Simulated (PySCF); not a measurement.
# Ti₂Se: structure of the quintet

Aim: relax Ti₂Se as a quintet from a B3LYP minimum start, check by its vibrations whether the end is a minimum, and collect its spectrum and constants.

The runs use PySCF 2.14.0; PBE0, basis Se def2-SVP, Ti def2-SVP, no relativity, density fitting.

### Step 1. The system as given

3 atoms, charge 0, spin multiplicity 5.

Bond lengths: Se1–Ti2 2.431 Å, Se1–Ti3 2.431 Å, Ti2–Ti3 2.362 Å. Angles: Ti2–Se1–Ti3 58.1°, Se1–Ti2–Ti3 60.9°, Se1–Ti3–Ti2 60.9°.

Coordinates in bohr (charge 0 multiplicity 5):
```
Se    0.0000    0.0000   -2.1902
Ti    2.2315    0.0000    1.8252
Ti   -2.2315    0.0000    1.8252
```

### Step 2. Finding the electronic state

The steps below are one call of a driver around PySCF. For each, scf.py gives the equivalent set-up of the SCF; relaxations use the driver's own optimiser. After this first run the driver tries any further starts and a stability analysis.

scf.py reads:

```python
from pyscf import gto, scf, dft
mol = gto.M(atom='''
Se    -0.000000    -0.000000    -1.159000
Ti     1.180860    -0.000000     0.965870
Ti    -1.180860     0.000000     0.965870''',
    basis={'Se': 'def2-SVP', 'Ti': 'def2-SVP'},
    charge=0, spin=4)
mf = dft.UKS(mol, xc='PBE0')
mf.grids.atom_grid = (50, 194)
aux = {'Se': 'def2-universal-JKFIT', 'Ti': 'def2-universal-JKFIT'}
mf = mf.density_fit(auxbasis=aux)
mf.conv_tol = 1e-08
mf.diis_space = 10
mf.max_cycle = 60
mf.init_guess = 'minao'
mf.verbose = 4
mf.kernel()
```

Run with:

```
$ OMP_NUM_THREADS=4 python axn.py task.json out
```

Log:

```text
init E= -4098.47730793957
[... the frontier-level lines of each cycle are left out ...]
cycle= 1 E= -4099.09799881157  delta_E= -0.621  |g|= 0.34  |ddm|= 2.39
cycle= 2 E= -4099.00824258459  delta_E= 0.0898  |g|= 0.527  |ddm|= 2.35
cycle= 3 E= -4099.17151627646  delta_E= -0.163  |g|= 0.0948  |ddm|= 2.14
cycle= 4 E= -4099.17623626151  delta_E= -0.00472  |g|= 0.0647  |ddm|= 0.231
cycle= 5 E= -4099.17928425982  delta_E= -0.00305  |g|= 0.0244  |ddm|= 0.121
cycle= 6 E= -4099.17987661483  delta_E= -0.000592  |g|= 0.00697  |ddm|= 0.0526
cycle= 7 E= -4099.18003969789  delta_E= -0.000163  |g|= 0.004  |ddm|= 0.0346
cycle= 8 E= -4099.18009881182  delta_E= -5.91e-05  |g|= 0.00188  |ddm|= 0.02
cycle= 9 E= -4099.18012825322  delta_E= -2.94e-05  |g|= 0.00079  |ddm|= 0.0192
cycle= 10 E= -4099.18013454898  delta_E= -6.3e-06  |g|= 0.00132  |ddm|= 0.00969
cycle= 11 E= -4099.18013330374  delta_E= 1.25e-06  |g|= 0.00234  |ddm|= 0.00273
cycle= 12 E= -4099.18013731024  delta_E= -4.01e-06  |g|= 0.000208  |ddm|= 0.0049
cycle= 13 E= -4099.18013773636  delta_E= -4.26e-07  |g|= 0.000113  |ddm|= 0.00282
cycle= 14 E= -4099.18013780893  delta_E= -7.26e-08  |g|= 4.39e-05  |ddm|= 0.000966
cycle= 15 E= -4099.1801378224  delta_E= -1.35e-08  |g|= 1.71e-05  |ddm|= 0.000431
cycle= 16 E= -4099.18013782529  delta_E= -2.89e-09  |g|= 5.67e-06  |ddm|= 0.000239
Extra cycle  E= -4099.18013782537  delta_E= -7.82e-11  |g|= 6.9e-06  |ddm|= 2.56e-05
converged SCF energy = -4099.18013782537  <S^2> = 6.0484653  2S+1 = 5.0193487
```

This step, with its further starts and checks, needed 20 s of wall time on 4 threads of Arm Neoverse V1, shared host.

The starts that the driver tried:

| start | energy (Eh) |
| --- | --- |
| the minimal-basis guess | -4099.180138 |
| a thermally smeared density | -4099.220148 |
| a smeared PBE density | -4099.220148 |

The first run landed in a state that is too high. Following the other starts and the instabilities gains 105.0 kJ/mol (-4099.22015 Eh), and the work goes on from there.

### Step 3. Relaxation: B3LYP minimum start, quintet

The program finds C2v symmetry in the start, which this walk keeps.

Changes to scf.py since step 2:

```diff
@@ -3,3 +3,3 @@
-Se    -0.000000    -0.000000    -1.159000
-Ti     1.180860    -0.000000     0.965870
-Ti    -1.180860     0.000000     0.965870''',
+Se     0.000000     0.000000    -1.158998
+Ti     1.180860     0.000000     0.965872
+Ti    -1.180860     0.000000     0.965872''',
@@ -15 +14,0 @@
-mf.init_guess = 'minao'
```

Energy and gradient, step by step:

| step | energy (Eh) | change (kJ/mol) | largest symmetric gradient (Eh/bohr) |
| --- | --- | --- | --- |
| 0 | -4099.220148 | 0.00 | 0.00475 |
| 1 | -4099.220237 | -0.23 | 0.00321 |
| 2 | -4099.220292 | -0.38 | 0.00083 |
| 3 | -4099.220296 | -0.39 | 0.00062 |
| 4 | -4099.220299 | -0.40 | 0.00001 |

The walk took 27 s.

Geometry (Å) and forces (eV/Å) at some steps:

```
step 0
Se   0.000   0.000  -1.159   0.000   0.000   0.244
Ti   1.181   0.000   0.966  -0.239   0.000  -0.122
Ti  -1.181   0.000   0.966   0.239   0.000  -0.122
step 1
Se   0.000   0.000  -1.155   0.000   0.000   0.122
Ti   1.178   0.000   0.964  -0.165   0.000  -0.061
Ti  -1.178   0.000   0.964   0.165   0.000  -0.061
step 2
Se   0.000   0.000  -1.150   0.000   0.000  -0.043
Ti   1.172   0.000   0.961  -0.037   0.000   0.021
Ti  -1.172   0.000   0.961   0.037   0.000   0.021
step 3
Se   0.000   0.000  -1.150   0.000   0.000  -0.032
Ti   1.171   0.000   0.962  -0.020   0.000   0.016
Ti  -1.171   0.000   0.962   0.021   0.000   0.016
step 4
Se   0.000   0.000  -1.152   0.000   0.000  -0.001
Ti   1.169   0.000   0.962   0.000   0.000   0.000
Ti  -1.169   0.000   0.962   0.000   0.000   0.000
```

After 4 steps and 0.4 kJ/mol it ends at C2v: Se–Ti 2.416 Å (×2), Ti–Ti 2.338 Å; Se–Ti–Ti 61.1° (×2), Ti–Se–Ti 57.9°.

### Step 4. Frequencies

On the finer grid the gradient is checked again; gradients at displacements of ±0.02 bohr then give force constants and infrared intensities.

Changes to scf.py since step 3:

```diff
@@ -3,3 +3,3 @@
-Se     0.000000     0.000000    -1.158998
-Ti     1.180860     0.000000     0.965872
-Ti    -1.180860     0.000000     0.965872''',
+Se     0.000000     0.000000    -1.153144
+Ti     1.169342     0.000000     0.961094
+Ti    -1.169342     0.000000     0.961094''',
@@ -9 +9 @@
-mf.grids.atom_grid = (50, 194)
+mf.grids.atom_grid = (75, 302)
@@ -12 +12 @@
-mf.conv_tol = 1e-08
+mf.conv_tol = 1e-10
```

This SCF starts from the last density.

Log of the central SCF (cycles and frontier levels):

```text
init E= -4099.22046462316
[... the frontier-level lines of each cycle are left out ...]
cycle= 1 E= -4099.22046462317  delta_E= -7.28e-12  |g|= 2.73e-06  |ddm|= 8.75e-06
Extra cycle  E= -4099.22046462316  delta_E= 1.46e-11  |g|= 6.25e-06  |ddm|= 1.37e-05
converged SCF energy = -4099.22046462316  <S^2> = 6.0628317  2S+1 = 5.0250698
```

The whole step took 92 s.

Geometry: C2v; Se–Ti 2.416 Å (×2), Ti–Ti 2.339 Å; Se–Ti–Ti 61.1° (×2), Ti–Se–Ti 57.9°.

Modes, for the most abundant isotopes:

```csv
symmetry,ω (cm⁻¹),IR (km/mol),μ (u)
b2,206,0.3,52.56
a1,268,7.7,53.51
a1,363,15.4,54.14
```

No imaginary mode, so this is a minimum.

Constants and moments:

| Quantity | Value |
| --- | --- |
| Dipole moment | 4.19 D |
| Highest occupied level | -4.38 eV |
| Lowest empty level | -1.81 eV |
| Rotational constants | 0.1286, 0.08652, 0.05171 cm⁻¹ |
| Zero-point energy | 5.0 kJ/mol |
| Principal polarisabilities | 84.9, 110.1, 224.9 bohr³ |
| Atomisation energy without zero-point energy | 640 kJ/mol |
| Principal traceless quadrupole moments about the centre of mass | -8.17, -6.66, 14.83 D Å |
| Entropy at 298.15 K and 1 bar (electronic part: spin only) | 315.8 J/(mol K) |
| Heat capacity Cp at 298.15 K | 54.6 J/(mol K) |
| Enthalpy at 298.15 K above 0 K | 13.49 kJ/mol |
| Rotational symmetry number | 2 |
| Spin squared ⟨S²⟩ | 6.063 |

Populations by atom (charges in e):

```
 atom  Mulliken  Löwdin  polar tensor  spin (Mulliken)  Mayer order to Se1
  Se1     -0.42   -0.14         -0.53            -0.20                   –
Ti2,3      0.21    0.07          0.27             2.10                1.15
```

Outer orbital energies (eV). α occupied: -7.55, -6.98, -6.60, -5.80, -5.57, -5.14, -4.86, -4.61; empty: -1.81, -1.29, -1.24, -1.00. β occupied: -38.28, -38.13, -38.08, -16.98, -7.24, -6.75, -6.29, -4.38; empty: -1.63, -1.20, -1.00, -0.78.

Mulliken populations on Se1: s 7.89, p 16.49, d 10.04.

### Step 5. Summary of results

```
                                          quantity                                                                   value
                                           minimum                                                            quintet, C2v
                                          geometry  Se–Ti 2.416 Å (×2), Ti–Ti 2.339 Å; Se–Ti–Ti 61.1° (×2), Ti–Se–Ti 57.9°
                                wavenumbers (cm⁻¹)                                            206 (b2), 268 (a1), 363 (a1)
                                     dipole moment                                                                  4.19 D
highest occupied, lowest empty level (either spin)                                                         -4.38, -1.81 eV
                        polar-tensor charge of Se1                                                                 -0.53 e
                                 zero-point energy                                                              5.0 kJ/mol
                               entropy at 298.15 K                                                         315.8 J/(mol K)
         atomisation energy (no zero-point energy)                                                              640 kJ/mol
                                              ⟨S²⟩                                                                   6.063
```

The B3LYP minimum start keeps its C2v symmetry and ends in a minimum. In the infrared the band at 363 cm⁻¹ (a1) leads. The first SCF alone would have been 105 kJ/mol too high. Only this shape and spin were tried, so other structures or states may lie lower. One determinant may miss the lowest occupation of an open d or f shell.

The search up to here took 2.3 min.
